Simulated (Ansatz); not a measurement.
# C₂H₇AlO₂: a ladder of functionals and wavefunction methods

The task here is to estimate one member of a computed series from the others.

Program: Ansatz 0.2.0, Gaussian basis. Level of theory: functionals in def2-TZVPP, the program's frozen cores in correlated methods. These are calculated values, not measurements.

Levels to be run: LDA (SPW92), PBE-D4, revPBE-D4, BLYP-D4, r2SCAN-D4, B97M-V, PBE0-D4, B3LYP-D4, r2SCANh-D4, r2SCAN0-D4, HSE06-D4, BHLYP-D4, CAM-B3LYP-D4, LC-ωPBE, ωB97X-V, ωB97M-V, B2PLYP, PBE-QIDH; CCSD(T)/def2-SVP; CCSD(T)/def2-TZVPP; MP2/def2-QZVPP; extrapolation to the limit; RPA on PBE.

### The relaxed structure

An earlier PBE0-D4 in a triple-zeta def2 set relaxation fixed the geometry.

12 atoms, charge 0, spin multiplicity 1.

Atoms are counted from 1 here; the program's logs count them from 0.

Bond lengths: C1–C2 1.529 Å, C1–H6 1.092 Å, C1–H7 1.094 Å, C1–H8 1.092 Å, C2–Al3 1.949 Å, C2–H9 1.098 Å, C2–H10 1.098 Å, Al3–O4 1.700 Å, Al3–O5 1.695 Å, O4–H11 0.955 Å, O5–H12 0.956 Å. Angles: C2–C1–H6 111.6°, C2–C1–H7 111.8°, C2–C1–H8 111.6°, H6–C1–H7 107.5°, H6–C1–H8 106.5°, H7–C1–H8 107.5°, C1–C2–Al3 115.5°, C1–C2–H9 110.2°, C1–C2–H10 110.2°, Al3–C2–H9 107.9°, Al3–C2–H10 107.9°, H9–C2–H10 104.5°, C2–Al3–O4 124.3°, C2–Al3–O5 118.9°, O4–Al3–O5 116.8°, Al3–O4–H11 124.1°, Al3–O5–H12 122.3°.

Set-up of the first run:

File in.yaml:

```yaml
crystal:
  periodic: [false, false, false]
  atoms:
    - {symbol: C, position_ang: [-1.606973, -0.553245, 0.555318]}
    - {symbol: C, position_ang: [-0.517926, -0.569818, -0.518399]}
    - {symbol: Al, position_ang: [1.068592, 0.489841, -0.119382]}
    - {symbol: O, position_ang: [2.409750, 0.633145, -1.154298]}
    - {symbol: O, position_ang: [1.143534, 1.333556, 1.348996]}
    - {symbol: H, position_ang: [-1.972512, 0.459125, 0.741963]}
    - {symbol: H, position_ang: [-2.467758, -1.166301, 0.271697]}
    - {symbol: H, position_ang: [-1.235756, -0.930863, 1.510801]}
    - {symbol: H, position_ang: [-0.195096, -1.600255, -0.715055]}
    - {symbol: H, position_ang: [-0.924813, -0.221915, -1.476540]}
    - {symbol: H, position_ang: [2.478080, 0.204282, -2.004640]}
    - {symbol: H, position_ang: [1.897881, 1.867348, 1.593537]}
basis:
  gaussian: {orbitals: def2-TZVPP}
hamiltonian: {xc: lda}
output: {orbitals: {seedname: orbitals}}
```

Run with:

```
$ ansatz run in.yaml --threads 4 --pin off --events-out ev --progress --plain --max-ram 10444MiB
```

Steps of the session up to this table: LDA; PBE-D4 (GGA); revPBE-D4 (GGA); BLYP-D4 (GGA); r2SCAN-D4 (meta-GGA); B97M-V (meta-GGA); B3LYP-D4 (hybrid); r2SCANh-D4 (hybrid); r2SCAN0-D4 (hybrid); HSE06-D4 (hybrid); BHLYP-D4 (hybrid); CAM-B3LYP-D4 (range-separated); LC-ωPBE (range-separated); ωB97X-V (range-separated); ωB97M-V (range-separated); B2PLYP (double hybrid); PBE-QIDH (double hybrid).

One of the session's tables, all rows but one given; the rest of the session is left out.

It belongs to the step «Frontier levels by functional». 

```
  functional  HOMO (eV)  gap (eV)
 LDA (SPW92)      -6.58      5.51
      PBE-D4      -6.46      5.57
   revPBE-D4      -6.40      5.63
     BLYP-D4      -6.36      5.48
   r2SCAN-D4      -6.70      6.34
      B97M-V      -6.78      6.03
     PBE0-D4      -7.78      7.72
    B3LYP-D4      -7.58      7.19
  r2SCANh-D4          ?         ?
  r2SCAN0-D4      -7.94      8.20
    HSE06-D4      -7.38      6.95
    BHLYP-D4      -9.03      9.61
CAM-B3LYP-D4      -9.19      9.92
     LC-ωPBE     -10.53     12.56
     ωB97X-V     -10.18     11.97
     ωB97M-V     -10.04     11.45
```

**Question.** Estimate the row for r2SCANh-D4.

Worked estimate for «HOMO (eV)». Against the share of exact exchange, r2SCAN-D4 (0, -6.70), r2SCAN0-D4 (0.25, -7.94) give a slope of -4.96 per unit share; at 0.1 the line stands at -7.20.

**Answer.** HOMO (eV): -7.20; gap (eV): 7.09. In «HOMO (eV)» the line misses by 0.00.
